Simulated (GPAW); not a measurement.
Sn3Se:

```
CELL_PARAMETERS angstrom
4.74188 0.00000 0.00000
0.00000 4.74188 0.00000
0.00000 0.00000 4.74188
ATOMIC_POSITIONS crystal
Sn 0.50000 0.50000 0.00000
Sn 0.50000 0.00000 0.50000
Sn 0.00000 0.50000 0.50000
Se 0.00000 0.00000 0.00000
```

The cell comes from a database or a generator and needn't be the stable form of this composition.

Base run:

```yaml
Program: GPAW 26.7.0
Functional: LDA
Potentials_or_basis: the program's PAW data sets (release 1.2.1) made for this functional
Cutoff: 450 eV
Basis: pw
k_mesh: 5 × 5 × 5
Occupations: fermi-dirac, width 0.05 eV
Spin: no spin polarisation
```

Its results: pressure -5.2 GPa.

Problem. The run is repeated on the same cell with these changes: cutoff from 450 eV to 600 eV; k mesh from 5 × 5 × 5 to 6 × 6 × 6. What comes out?

Solution. Pressure -4.1 GPa.

Caveats: the cutoff is short for stress and forces, so pressures can be off by a GPa or more (some runs).
